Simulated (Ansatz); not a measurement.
# C3H7GeN: two geometries relaxed

Are the two ends of the shift of H8 from C4 to C3 separate minima, and which lies lower? Each is relaxed from a guess. SMILES of the start: C=N[C](=C)[GeH3].

All numbers below are computed with Ansatz 0.2.0 (RKS PBE/def2-SVP).

### Step 1. Starting point

Bond lengths: C1–N2 1.279 Å, N2–C3 1.421 Å, C3–C4 1.277 Å, C3–Ge5 1.969 Å, C1–H6 1.156 Å, C1–H7 1.068 Å, C4–H8 1.063 Å, C4–H9 1.166 Å, Ge5–H10 1.544 Å, Ge5–H11 1.516 Å, Ge5–H12 1.587 Å. Angles (14 of 16 angles, heavy atoms first): C1–N2–C3 123.3°, N2–C3–C4 122.6°, N2–C3–Ge5 121.9°, C4–C3–Ge5 115.4°, N2–C1–H6 116.7°, N2–C1–H7 127.3°, C3–C4–H8 125.4°, C3–C4–H9 117.6°, C3–Ge5–H10 109.6°, C3–Ge5–H11 108.2°, C3–Ge5–H12 109.0°, H6–C1–H7 115.8°, H8–C4–H9 117.0°, H10–Ge5–H11 111.7°.

As a file:

```xyz
12

C    -0.4847    2.0101   -0.0506
N    -1.0587    0.9507    0.3786
C    -0.4880   -0.3456    0.2657
C    -1.0315   -1.3829    0.7747
Ge    1.2692   -0.6398   -0.5732
H    -1.0697    3.0011    0.0626
H     0.4547    2.0791   -0.5533
H    -0.6459   -2.3721    0.7147
H    -2.0671   -1.2495    1.2939
H     1.6414   -2.1355   -0.4831
H     1.1938   -0.1664   -2.0113
H     2.3636    0.1958    0.2154
```

### Step 2. Relaxing end A

Contents of input.yaml:

```yaml
crystal:
  periodic: [false, false, false]
  atoms:
    - { symbol: C, position_ang: [-0.4847, 2.0101, -0.0506] }
    - { symbol: "N", position_ang: [-1.0587, 0.9507, 0.3786] }
    - { symbol: C, position_ang: [-0.488, -0.3456, 0.2657] }
    - { symbol: C, position_ang: [-1.0315, -1.3829, 0.7747] }
    - { symbol: Ge, position_ang: [1.2692, -0.6398, -0.5732] }
    - { symbol: H, position_ang: [-1.0697, 3.0011, 0.0626] }
    - { symbol: H, position_ang: [0.4547, 2.0791, -0.5533] }
    - { symbol: H, position_ang: [-0.6459, -2.3721, 0.7147] }
    - { symbol: H, position_ang: [-2.0671, -1.2495, 1.2939] }
    - { symbol: H, position_ang: [1.6414, -2.1355, -0.4831] }
    - { symbol: H, position_ang: [1.1938, -0.1664, -2.0113] }
    - { symbol: H, position_ang: [2.3636, 0.1958, 0.2154] }
basis:
  gaussian: { orbitals: def2-SVP }
hamiltonian:
  xc: pbe
relax:
  f_tol: 0.02
  max_steps: 50
```

Started as:

```sh
> ansatz run input.yaml --threads 2 --pin off --max-ram 3072MiB --backend cpu --events-out ev --progress --plain --runs-dir out
```

Log, cut to the lines that bear on the results:

```text
Warning: RAYON_NUM_THREADS=2 ignored (pool sized by the plan → 2); use --threads N
[...]
Functional definition: PBE
[...]
1403 factors; their error is unknown
[...]
mean field -61205.82328390 eV, -2249.2725188864 hartree, gradient 1.8e-5 eV, S^2 0.000000; 0 other end points of the search recorded, 0 dependent functions left out
[...]
reference -61205.82332119 eV, -2249.2725202566 hartree; 32, 32 occupied and 91, 91 virtual orbitals, 1403 factors
relax step   1: F+E_penalty+E_count = -61205.82328390 eV  Δ(F+E_penalty+E_count) = +0.000e0 eV  max|allowed force component| = 4.952e0 eV/Å  Δτ_max = 0.0000 Å  (30 SCF iters, accepted)
[...]
relax step   7: F+E_penalty+E_count = -61206.27687028 eV  Δ(F+E_penalty+E_count) = -1.719e-3 eV  max|allowed force component| = 3.383e-2 eV/Å  Δτ_max = 0.0163 Å  (34 SCF iters, accepted)
[...]
relax step   8: F+E_penalty+E_count = -61206.27694246 eV  Δ(F+E_penalty+E_count) = -7.218e-5 eV  max|allowed force component| = 1.615e-2 eV/Å  Δτ_max = 0.0074 Å  (35 SCF iters, accepted)
1403 factors; their error is unknown
mean field -61206.27694246 eV, -2249.2891905308 hartree, gradient 2.5e-5 eV, S^2 0.000000; 1 other end points of the search recorded, 0 dependent functions left out
[...]
reference -61206.27698030 eV, -2249.2891919214 hartree; 32, 32 occupied and 91, 91 virtual orbitals, 1403 factors
Total energy: -61206.27698030 eV, -2249.2891919214 hartree
Atom 0 at    -0.532160     1.997738    -0.044584 Å, force    -0.009115    -0.001059     0.007438 eV/Å
Atom 1 at    -1.092150     0.938310     0.411099 Å, force     0.016153     0.007758    -0.012835 eV/Å
Atom 2 at    -0.465257    -0.312279     0.294039 Å, force     0.000635    -0.006307     0.005260 eV/Å
Atom 3 at    -1.114105    -1.388493     0.805171 Å, force     0.003452    -0.000947    -0.001494 eV/Å
Atom 4 at     1.308004    -0.586547    -0.573830 Å, force     0.000153    -0.000415    -0.001236 eV/Å
Atom 5 at    -1.050831     2.969726     0.061851 Å, force     0.001057     0.001496    -0.000488 eV/Å
Atom 6 at     0.463870     2.014392    -0.552304 Å, force    -0.003238    -0.002700    -0.000073 eV/Å
Atom 7 at    -0.692135    -2.403390     0.755974 Å, force    -0.000334    -0.000238    -0.000912 eV/Å
Atom 8 at    -2.096014    -1.248095     1.287209 Å, force    -0.007111    -0.001801     0.003878 eV/Å
Atom 9 at     1.628140    -2.100421    -0.494166 Å, force    -0.002579     0.004573     0.000855 eV/Å
Atom 10 at     1.290208    -0.146372    -2.063147 Å, force    -0.000079    -0.000507    -0.002530 eV/Å
Atom 11 at     2.429532     0.210430     0.146787 Å, force     0.001008     0.000148     0.002136 eV/Å
Dipole moment:     0.109228     0.030435    -0.059216 e Å
```

It took 26 s on 2 threads of Arm Neoverse V1, shared host; peak memory 0.17 GiB.

Relaxation path:

```tsv
step	energy from step 1 (eV)	largest force component (eV/Å)
1	0.0000	4.9518
2	-0.3710	1.1546
3	-0.3741	1.1348
4x	-0.2303	3.7813
5	-0.4501	0.2625
6	-0.4519	0.1646
7	-0.4536	0.0338
8	-0.4537	0.0162
```

Step 1 is the start. 1 step was tried and not accepted (marked x).

After: Bond lengths: C1–N2 1.282 Å, N2–C3 1.404 Å, C3–C4 1.357 Å, C3–Ge5 1.993 Å, C1–H6 1.107 Å, C1–H7 1.118 Å, C4–H8 1.100 Å, C4–H9 1.103 Å, Ge5–H10 1.549 Å, Ge5–H11 1.553 Å, Ge5–H12 1.553 Å. Angles (14 of 16 angles, heavy atoms first): C1–N2–C3 120.8°, N2–C3–C4 117.5°, N2–C3–Ge5 123.8°, C4–C3–Ge5 118.7°, N2–C1–H6 119.1°, N2–C1–H7 124.3°, C3–C4–H8 122.1°, C3–C4–H9 119.3°, C3–Ge5–H10 107.2°, C3–Ge5–H11 111.6°, C3–Ge5–H12 111.7°, H6–C1–H7 116.6°, H8–C4–H9 118.6°, H10–Ge5–H11 109.2°.

### Step 3. End point B

The second end starts from a geometry with the move made by hand.

input.yaml, as its differences from that of step 2:

```diff
@@ -10,3 +10,3 @@
     - { symbol: H, position_ang: [0.4547, 2.0791, -0.5533] }
-    - { symbol: H, position_ang: [-0.6459, -2.3721, 0.7147] }
+    - { symbol: H, position_ang: [-1.41968, -0.31476, -0.2992] }
     - { symbol: H, position_ang: [-2.0671, -1.2495, 1.2939] }
```

Started as:

```sh
> ansatz run input.yaml --threads 2 --pin off --max-ram 3072MiB --backend cpu --events-out ev --progress --plain --runs-dir out
```

Log, cut to the lines that bear on the results:

```text
Warning: RAYON_NUM_THREADS=2 ignored (pool sized by the plan → 2); use --threads N
[...]
[... 1 set-up line as earlier in the session ...]
[...]
1403 factors; their error is unknown
[...]
mean field -61200.88527034 eV, -2249.0910502351 hartree, gradient 3.3e-5 eV, S^2 0.000000; 1 other end points of the search recorded, 0 dependent functions left out
[...]
reference -61200.88530680 eV, -2249.0910515748 hartree; 32, 32 occupied and 91, 91 virtual orbitals, 1403 factors
relax step   1: F+E_penalty+E_count = -61200.88527034 eV  Δ(F+E_penalty+E_count) = +0.000e0 eV  max|allowed force component| = 6.752e0 eV/Å  Δτ_max = 0.0000 Å  (45 SCF iters, accepted)
[...]
relax step   4: F+E_penalty+E_count = -61202.50690007 eV  Δ(F+E_penalty+E_count) = -2.215e-1 eV  max|allowed force component| = 1.184e0 eV/Å  Δτ_max = 0.1984 Å  (31 SCF iters, accepted)
[...]
relax step   7: F+E_penalty+E_count = -61202.79795030 eV  Δ(F+E_penalty+E_count) = -4.600e-2 eV  max|allowed force component| = 3.716e-1 eV/Å  Δτ_max = 0.1061 Å  (30 SCF iters, accepted)
[...]
relax step  10: F+E_penalty+E_count = -61203.70341536 eV  Δ(F+E_penalty+E_count) = -4.820e-1 eV  max|allowed force component| = 2.947e0 eV/Å  Δτ_max = 0.1944 Å  (30 SCF iters, accepted)
[...]
relax step  13: F+E_penalty+E_count = -61205.72885416 eV  Δ(F+E_penalty+E_count) = -5.324e-1 eV  max|allowed force component| = 1.663e0 eV/Å  Δτ_max = 0.2000 Å  (37 SCF iters, accepted)
[...]
relax step  14: F+E_penalty+E_count = -61206.07270397 eV  Δ(F+E_penalty+E_count) = -3.438e-1 eV  max|allowed force component| = 1.572e0 eV/Å  Δτ_max = 0.1950 Å  (31 SCF iters, accepted)
```

### Step 4. More of the same log: end point B relaxed

Output, continued, cut to the lines that bear on the results:

```text
[...]
1403 factors; their error is unknown
mean field -61206.20034642 eV, -2249.2863756783 hartree, gradient 1.2e-5 eV, S^2 0.000000; 0 other end points of the search recorded, 0 dependent functions left out
[...]
reference -61206.20038397 eV, -2249.2863770580 hartree; 32, 32 occupied and 91, 91 virtual orbitals, 1403 factors
relax step  15: F+E_penalty+E_count = -61206.20034642 eV  Δ(F+E_penalty+E_count) = -1.276e-1 eV  max|allowed force component| = 7.458e-1 eV/Å  Δτ_max = 0.1956 Å  (38 SCF iters, accepted)
[...]
relax step  21: F+E_penalty+E_count = -61206.27681863 eV  Δ(F+E_penalty+E_count) = -7.109e-4 eV  max|allowed force component| = 2.800e-2 eV/Å  Δτ_max = 0.0258 Å  (33 SCF iters, accepted)
[...]
Atom 2 at    -0.563234    -0.124231     0.168154 Å, force     0.000172    -0.002792    -0.001835 eV/Å
Atom 3 at    -1.315566    -1.180684     0.566187 Å, force     0.001611    -0.003522    -0.001801 eV/Å
Atom 4 at     1.206566    -0.471696    -0.680069 Å, force     0.002562    -0.001476     0.000241 eV/Å
Atom 5 at    -0.862687     3.204162     0.222244 Å, force     0.000688    -0.000619    -0.001352 eV/Å
Atom 6 at     0.588643     2.179609    -0.432181 Å, force     0.001011     0.000343    -0.000827 eV/Å
Atom 7 at    -0.977922    -2.219963     0.437924 Å, force    -0.000684     0.000130    -0.000713 eV/Å
Atom 8 at    -2.297527    -0.998981     1.034608 Å, force     0.000071    -0.000573     0.000981 eV/Å
Atom 9 at     1.398063    -2.008197    -0.728469 Å, force    -0.001465     0.000107     0.000191 eV/Å
Atom 10 at     1.268903     0.096576    -2.124279 Å, force     0.000489    -0.000426     0.000776 eV/Å
Atom 11 at     2.368319     0.160800     0.134176 Å, force    -0.000049    -0.000354    -0.000219 eV/Å
Dipole moment:     0.113620     0.025968    -0.051787 e Å
```

Wall time 66 s (2 threads of Arm Neoverse V1, shared host); peak memory 0.17 GiB.

The steps of the relaxation:

```tsv
step	energy from step 1 (eV)	largest force component (eV/Å)
1	0.0000	6.7523
2	-0.9552	1.9466
3	-1.4001	1.1548
4	-1.6216	1.1844
5	-1.7959	0.7387
6	-1.8667	0.4081
7	-1.9127	0.3716
8	-2.0619	0.8843
9	-2.3361	1.8375
10	-2.8181	2.9475
11	-3.4602	3.4586
12	-4.3112	1.7271
13	-4.8436	1.6629
14	-5.1874	1.5723
15	-5.3151	0.7458
16	-5.3390	0.6925
17	-5.3793	0.2778
18	-5.3836	0.2057
19	-5.3884	0.1847
20	-5.3908	0.0971
21	-5.3915	0.0280
22	-5.3917	0.0060
```

Step 1 is the start.

After: Bond lengths: C1–N2 1.282 Å, N2–C3 1.404 Å, C3–C4 1.357 Å, C3–Ge5 1.993 Å, C1–H6 1.107 Å, C1–H7 1.118 Å, C4–H8 1.100 Å, C4–H9 1.103 Å, Ge5–H10 1.549 Å, Ge5–H11 1.553 Å, Ge5–H12 1.553 Å. Angles (14 of 16 angles, heavy atoms first): C1–N2–C3 120.8°, N2–C3–C4 117.5°, N2–C3–Ge5 123.7°, C4–C3–Ge5 118.8°, N2–C1–H6 119.2°, N2–C1–H7 124.2°, C3–C4–H8 122.1°, C3–C4–H9 119.3°, C3–Ge5–H10 107.2°, C3–Ge5–H11 111.6°, C3–Ge5–H12 111.7°, H6–C1–H7 116.6°, H8–C4–H9 118.6°, H10–Ge5–H11 109.2°.

Pairs that crossed the distance rule for bonds on the way: came closer C4–H8; moved apart C3–H8.

### Step 5. Outcome

| quantity | value |
| --- | --- |
| end A | 6 moves, 0.454 eV lower |
| end B | 21 moves, 5.392 eV lower |
| largest difference between the ends | 0.01 Å |
| end B relative to end A | +0.000 eV |

In words: The two relaxations end at one structure, within 0.01 Å: no second minimum was found from this start, which doesn't rule one out.
